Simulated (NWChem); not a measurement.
# SiH (SMILES [SiH]): UPBE0/def2-TZVPPD

Aim: the electronic atomisation energy of SiH at UPBE0/def2-TZVPPD, from 3 runs. 

Program for the calculation: NWChem 7.3.0.

16 further runs of the same task are left out: 16 set aside as unsound or not needed. Runs told in other sessions of the task aren't counted.

## 1. The molecule

SiH: 2 atoms, total charge 0, spin state doublet. As SMILES, `[SiH]`. The coordinates come from a PBE0-D4/def2-TZVP relaxation.

Bond lengths: Si1–H2 1.532 Å.

## 2. Energy and gradient at UPBE0/def2-TZVPPD

Input file run.nw:

```
start run
title "HSi gradient"
memory 2200 mb

geometry noautosym nocenter noautoz
 Si       0.000000       0.000000      -0.007580
 H        0.000000       0.000000       1.524140
end

basis spherical bse
 Si library def2-TZVPPD
 H library def2-TZVPPD
end

dft
 xc pbe0
 mult 2
 grid xfine
 convergence energy 1e-08
 maxiter 100
 mulliken
end

task dft gradient
```

Launch:

```
$ nwchem run.nw > run.out
```

Output:

```text
[...]
          Wavefunction type:  spin polarized.
          No. of atoms     :     2
          No. of electrons :    15
[...]
          Charge           :     0
          Spin multiplicity:     2
[...]
          AO basis - number of functions:    65
[...]
              XC Information
              --------------
                         PBE0 Method XC Functional
                     Hartree-Fock (Exact) Exchange  0.250
          PerdewBurkeErnzerhof Exchange Functional  0.750
            Perdew 1991 LDA Correlation Functional  1.000 local
           PerdewBurkeErnz. Correlation Functional  1.000 non-local
[...]
 d= 0,ls=0.0,diis     1   -289.8474330482 -2.95D+02  3.86D-03  5.38D-02     0.7
[...]
 d= 0,ls=0.0,diis     9   -289.8644849475 -4.05D-09  5.56D-07  2.58D-10     5.8
[...]
         Total DFT energy =     -289.864484947478
      One electron energy =     -410.956533287537
           Coulomb energy =      137.316765610909
    Exchange-Corr. energy =      -21.061424688652
 Nuclear repulsion energy =        4.836707417802
[...]
      Total Density - Mulliken Population Analysis
     ---------------------------------------------
    Atom       Charge   Shell Charges
 -----------   ------   -------------------------------------------------------
    1 Si  14    13.93   2.00  0.58  1.39  1.17  0.73  0.00  4.11  1.70  0.46  1.10  0.62  0.00  0.03  0.04  0.00  0.00
    2 H    1     1.07   0.24  0.54  0.26  0.00  0.02  0.01  0.00
[...]
      <S2> =      0.7576 (Exact =     0.7500)
[...]
  wavefunction    = open shell
                         DFT ENERGY GRADIENTS
    atom               coordinates                        gradient
                 x          y          z           x          y          z
   1 Si      0.000000   0.000000  -0.014324    0.000000  -0.000000  -0.000156
   2 H       0.000000   0.000000   2.880207   -0.000000   0.000000   0.000156
[...]
```

It took 7.5 s on 1 thread of Intel Xeon 6975P-C (Granite Rapids), shared host; peak memory 0.12 GiB.

## 3. The H atom: the energy at UPBE0/def2-TZVPPD

Input file run.py:

```python
from ase import Atoms
from ase.calculators.nwchem import NWChem

mol = Atoms('H', positions=[
    [0.000000, 0.000000, 0.000000],
])

calc = NWChem(
    label='nw',
    theory='dft',
    memory='2200 mb',
    basis='def2-TZVPPD',
    basispar='spherical bse',
    dft={'xc': 'pbe0', 'mult': '2', 'grid': 'xfine', 'convergence': 'energy 1e-08', 'iterations': '100', 'mulliken': None},
    task='energy',
)
mol.calc = calc

print(f"energy = {mol.get_potential_energy():.6f} eV")
```

Run the same way, it converges to -0.50104 Eh (log not shown).

## 4. The Si atom: a single-point energy at UPBE0/def2-TZVPPD

Input file run.py:

```python
from ase import Atoms
from ase.calculators.nwchem import NWChem

molecule = Atoms(['Si'], positions=[
    [0.000000, 0.000000, 0.000000],
])

calc = NWChem(
    label='job',
    theory='dft',
    memory='2200 mb',
    basis='def2-TZVPPD',
    basispar='spherical bse',
    dft={'xc': 'pbe0', 'mult': '3', 'grid': 'xfine', 'convergence': 'energy 1e-08', 'iterations': '100', 'mulliken': None, 'print': 'low'},
    task='energy',
)
molecule.calc = calc

print("Total energy (eV):", round(molecule.get_potential_energy(), 6))
```

Run the same way, it converges to -289.24956 Eh (log not shown).

## 5. Results

Level: UPBE0/def2-TZVPPD.

| quantity | value |
| --- | --- |
| molecule: total energy | -289.86448 Eh |
| molecule: dipole moment | 0.13 D |
| molecule: HOMO energy (highest over α and β) | -5.53 eV |
| molecule: LUMO energy (lowest over α and β) | -3.27 eV |
| molecule: ⟨S²⟩ | 0.758 |
| molecule: largest force on an atom | 0.008 eV/Å |
| H atom: total energy | -0.50104 Eh |
| H atom: HOMO energy (highest over α and β) | -9.11 eV |
| H atom: ⟨S²⟩ | 0.750 |
| Si atom: total energy | -289.24956 Eh |
| Si atom: ⟨S²⟩ | 2.006 |
| electronic atomisation energy | 3.099 eV |

In words: Taking the molecule apart into free atoms costs 3.10 eV (299 kJ/mol), before zero-point energy and without spin-orbit coupling.
